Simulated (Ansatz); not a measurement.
# TiH₄ (quintet): from Hartree-Fock to the top rungs, def2-SVP

How much of the correlation energy of TiH₄ (quintet) does each wave-function method recover here?

Method: def2-SVP, core rule «outside noble gas», up to 9 orbitals frozen; program: Ansatz 0.2.0, Gaussian basis.

To be run: UHF; CCSD(T) on ROHF; CCSD(T) on UHF; CISD; CCSDT(Q) on ROHF; CCSDT(Q) on UHF; CCSDTQ on ROHF.

17 further runs of the same task are left out: 11 for a known fault of the program, 6 set aside as unsound or not needed.

**1. What is computed**

The geometry is a PBE0/def2-TZVP stationary point (not a proven minimum) of the parent state, kept for this charge and spin.

5 atoms, charge 0, spin multiplicity 5.

Atoms are counted from 1 here; the program's logs count them from 0.

Bond lengths: Ti1–H2 1.976 Å, Ti1–H3 1.976 Å, Ti1–H4 1.976 Å, Ti1–H5 1.976 Å, H2–H4 0.786 Å, H3–H5 0.786 Å. Angles: H2–Ti1–H3 164.8°, H2–Ti1–H4 22.9°, H2–Ti1–H5 162.9°, H3–Ti1–H4 162.9°, H3–Ti1–H5 22.9°, H4–Ti1–H5 164.8°, Ti1–H2–H4 78.5°, Ti1–H3–H5 78.5°, Ti1–H4–H2 78.5°, Ti1–H5–H3 78.5°.

**2. UHF**

Contents of in.yaml:

```yaml
crystal:
  periodic: [false, false, false]
  atoms:
    - {symbol: Ti, position_ang: [0.000000, 0.000000, 0.000000]}
    - {symbol: H, position_ang: [0.260951, 0.293926, -1.936328]}
    - {symbol: H, position_ang: [0.260948, -0.293929, 1.936328]}
    - {symbol: H, position_ang: [-0.260951, -0.293926, -1.936328]}
    - {symbol: H, position_ang: [-0.260948, 0.293929, 1.936328]}
basis:
  gaussian: {orbitals: def2-SVP}
magnetization: {spin_polarized: true, initial_magnetization: 4}
hamiltonian: {xc: hf}
output: {orbitals: {seedname: orbitals}}
```

Run with:

```console
ansatz run in.yaml --threads 1 --pin off --events-out ev --progress --plain --max-ram 3968MiB --backend cpu
```

Further steps of the session: CCSD(T) on ROHF; CCSD(T) on UHF; CISD; CCSDT(Q) on ROHF; CCSDT(Q) on UHF; CCSDTQ on ROHF.

Before running them: what should the planned runs give, taken together? Wanted: RCCSDTQ below the RHF energy; RMP2 from RCCSDTQ; UMP2 from RCCSDTQ; RCCSD from RCCSDTQ; RCCSD(T) from RCCSDTQ; UCCSD(T) from RCCSDTQ; RCCSDT(Q) from RCCSDTQ; UCCSDT(Q) from RCCSDTQ; T1 diagnostic.

The runs gave:

```
                         quantity                                          value
     RCCSDTQ below the RHF energy                                     -3.5525 eV
                RMP2 from RCCSDTQ                                   +90.2 kJ/mol
                UMP2 from RCCSDTQ                                   +84.2 kJ/mol
               RCCSD from RCCSDTQ                                    +9.6 kJ/mol
            RCCSD(T) from RCCSDTQ                                    +3.4 kJ/mol
            UCCSD(T) from RCCSDTQ                                    -1.3 kJ/mol
           RCCSDT(Q) from RCCSDTQ                                    +0.2 kJ/mol
           UCCSDT(Q) from RCCSDTQ                                    -4.4 kJ/mol
levels within 1 kcal/mol (43 meV)  RCCSD(T), UCCSD(T), RCCSDT, UCCSDT, RCCSDT(Q)
                    T1 diagnostic                                          0.054
```

In words: RCCSD(T) lands +3.4 kJ/mol from the yardstick (1.0 % of the correlation energy). CCSD(T) misses by +3.4 kJ/mol on the restricted determinant and by -1.3 kJ/mol on the unrestricted one; the two need not hold the same state or core. These misses are within one basis, not against nature; the frozen cores of restricted and unrestricted runs differ, which can shift their rows.
